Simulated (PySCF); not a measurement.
# The bond of CsC, level by level

Aim: find the lowest electronic state of CsC, scan its bond at several levels of theory, and get bond length, wavenumber and dissociation energy from each curve.

Program: PySCF 2.14.0. Level of theory: Cs x2c-TZVPPall, C x2c-TZVPPall, spin-free X2C with a Gaussian nucleus. These are calculated values, not measurements.

### Step 1. Set-up

A driver script around PySCF takes these settings:

```json
{
  "atoms": "Cs, C",
  "charge": "0",
  "basis": "Cs x2c-TZVPPall, C x2c-TZVPPall",
  "Hamiltonian": "spin-free X2C with a Gaussian nucleus",
  "basis functions": "116",
  "electrons treated": "61",
  "masses in u": "132.9054, 12.0000",
  "levels": "PBE0, PBE, r²SCAN, B97-3, TPSS, B2PLYP, LDA, CAM-B3LYP, HF, MP2, SCS-MP2, CCSD, CCSD(T)",
  "grid": "80 radial by 434 angular points",
  "occupations": "held fixed by the projection of orbital angular momentum",
  "dissociation limit": "Cs + C, each in its ground configuration",
  "starting distance in angstrom": "2.915",
  "values of 2S to try": "1, 3"
}
```

Command:

```sh
$ OMP_NUM_THREADS=2 python dia.py task.json out
```

After this run come: PBE0 along the bond; Excited determinants; PBE; r²SCAN (meta-GGA); B97-3; TPSS; B2PLYP (double hybrid); LDA (local density); CAM-B3LYP (range-separated hybrid); UHF (mean field); Adding correlation.

What does the calculation give? Wanted: for each run, Re; ωe; De; μ.

As calculated:

Lowest PBE0 solution found, without spin–orbit coupling: ⁴Σ⁻ (quartet), unpaired electrons σ ↑, π ↑↑. State 2 has its PBE0 minimum 0.66 eV higher, as a spin-mixed determinant (⟨S²⟩ = 1.76), so this is no gap between pure states. State 3 has its PBE0 minimum 0.67 eV higher, as a spin-mixed determinant (⟨S²⟩ = 1.76), so this is no gap between pure states. The other levels ran on the lowest alone.

```csv
level,Re (Å),ωe (cm⁻¹),De (eV),μ (D)
UHF,2.834,297.8,1.61,-10.40
UHF-MP2,2.691,310,2.30,n/a
UHF-SCS-MP2,2.713,308,2.05,n/a
UHF-CCSD,2.720,305,2.16,n/a
UHF-CCSD(T),2.710,306,2.21,n/a
LDA,2.650,322,2.88,-7.81
PBE,2.713,299.2,2.55,-8.05
TPSS,2.724,305,2.60,-8.41
r²SCAN,2.728,303,2.60,-8.77
PBE0,2.708,311,2.45,-8.73
B97-3,2.737,301,2.38,-9.12
CAM-B3LYP,2.740,307,2.25,-9.26
B2PLYP,2.727,305,2.16,-9.33
```

De is counted to Cs + C in their ground configurations. A positive dipole means Cs(−)C(+).

Differences from CCSD(T) in the same basis:

```csv
level,Re (mÅ),ωe (%)
UHF,+124,-2.8
UHF-MP2,-19,+1.1
UHF-SCS-MP2,+4,+0.4
UHF-CCSD,+11,-0.4
LDA,-60,+5.1
PBE,+4,-2.4
TPSS,+15,-0.4
r²SCAN,+18,-1.0
PBE0,-2,+1.6
B97-3,+28,-1.9
CAM-B3LYP,+30,+0.3
B2PLYP,+18,-0.4
```

What this shows: Against CCSD(T) in the same basis, the bond length is nearest at PBE0 (-2 mÅ) and farthest at UHF (+124 mÅ); the wavenumber is nearest at CAM-B3LYP (+0.3 %) and farthest at LDA (+5.1 %). Among the levels with a De in the table, it runs from 1.61 eV (UHF) to 2.88 eV (LDA).

Correlated steps freeze 19 core orbitals. Spin–orbit coupling is left out, which matters for elements this heavy, above all for dissociation energies. B2PLYP dipoles, levels and charges come from its SCF part alone. With spin–orbit coupling the term label itself may not hold.
